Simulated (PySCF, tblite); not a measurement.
**C₅H₁₃ClSi: geometry, infrared bands and NMR shifts**

Aim: predict the infrared bands and NMR shifts of C₅H₁₃ClSi (`C[SiH](C)CCCCl`).

Programs: tblite 0.8.0 and PySCF 2.14.0, with density-fitted response routines of our own. Each step states its level of theory. These are calculated values for one molecule in the gas phase, unless marked as measured. Atoms are numbered from 0 throughout.

## 1. Starting geometry

20 atoms, charge 0, multiplicity 1; geometry from: force field or distance geometry start.

Bonds of the start (Å): C0–Si1 1.86, Si1–C2 1.86, Si1–C3 1.90, C3–C4 1.53, C4–C5 1.52, C5–Cl6 1.78, C0–H7 1.10, C0–H8 1.09, C0–H9 1.11, Si1–H10 1.47, C2–H11 1.09, C2–H12 1.11, C2–H13 1.09, C3–H14 1.10, C3–H15 1.12, C4–H16 1.10, C4–H17 1.10, C5–H18 1.10, C5–H19 1.09.

## 2. Relaxing the molecule with GFN2-xTB

What the job is given:

```
{"job": {"kind": "relax", "xc": "GFN2-xTB", "basis": "xTB"}, "charge": 0, "multiplicity": 1}
C     -2.329300     0.960500     1.177000
Si    -1.271700     0.213400    -0.153300
C     -1.649100    -1.599400    -0.360900
C      0.560800     0.454000     0.280000
C      1.548100    -0.039700    -0.774300
C      3.001200     0.253100    -0.434700
Cl     3.553400    -0.680500     0.973600
H     -2.163400     0.481700     2.147700
H     -2.116300     2.026300     1.295500
H     -3.402200     0.858900     0.931900
H     -1.528300     0.912200    -1.426200
H     -1.065300    -2.034700    -1.169400
H     -2.719300    -1.736900    -0.603300
H     -1.444900    -2.157700     0.548800
H      0.720800     1.523600     0.475300
H      0.740800    -0.072400     1.247500
H      1.324900     0.463400    -1.730500
H      1.420100    -1.119200    -0.958100
H      3.154500     1.318000    -0.204700
H      3.660100    -0.013800    -1.264700
```

Command:

```console
OMP_NUM_THREADS=1 python probes_run.py task.json out
```

The driver reads the jobs from task.json and runs them one after another.

**Question.** This job is followed by: GFN2-xTB harmonic vibrations, gas phase; GIAO PBE0/pcSseg-1 NMR shielding, non-relativistic, gas phase. What will the session give for the following? strongest single infrared mode (GFN2-xTB); zero-point energy (GFN2-xTB); 13C shifts against TMS (PBE0/pcSseg-1, means over atoms taken as alike); 1H shifts against TMS (PBE0/pcSseg-1, means over atoms taken as alike); 29Si shifts against TMS (PBE0/pcSseg-1); 35Cl shifts against HCl (PBE0/pcSseg-1).

**Answer**, as computed:

| quantity | value |
| --- | --- |
| strongest single infrared mode (GFN2-xTB) | 2148 cm⁻¹, 346 km/mol |
| zero-point energy (GFN2-xTB) | 104.0 kcal/mol |
| 13C shifts against TMS (PBE0/pcSseg-1, means over atoms taken as alike) | 55.2, 32.0, 15.4, -3.9 ppm |
| 1H shifts against TMS (PBE0/pcSseg-1, means over atoms taken as alike) | 4.35, 3.64, 1.54, 0.80, 0.09 ppm |
| 29Si shifts against TMS (PBE0/pcSseg-1) | -16.1 ppm |
| 35Cl shifts against HCl (PBE0/pcSseg-1) | 71 ppm |

In words: Relaxing lowered the energy by 0.093 eV in 58 steps; the close pair that moved most is C0–Si1, from 1.856 to 1.901 Å. All 54 modes are real, so the xTB geometry is a minimum. The strongest single mode, at 2148 cm⁻¹, moves mainly H10. Unscaled tight-binding wavenumbers are off by several per cent, some by more. Its intensities can rank the bands wrongly. At PBE0/pcSseg-1: The widest tensor belongs to Cl6: span 385 ppm, with a paramagnetic part of -267 ppm.
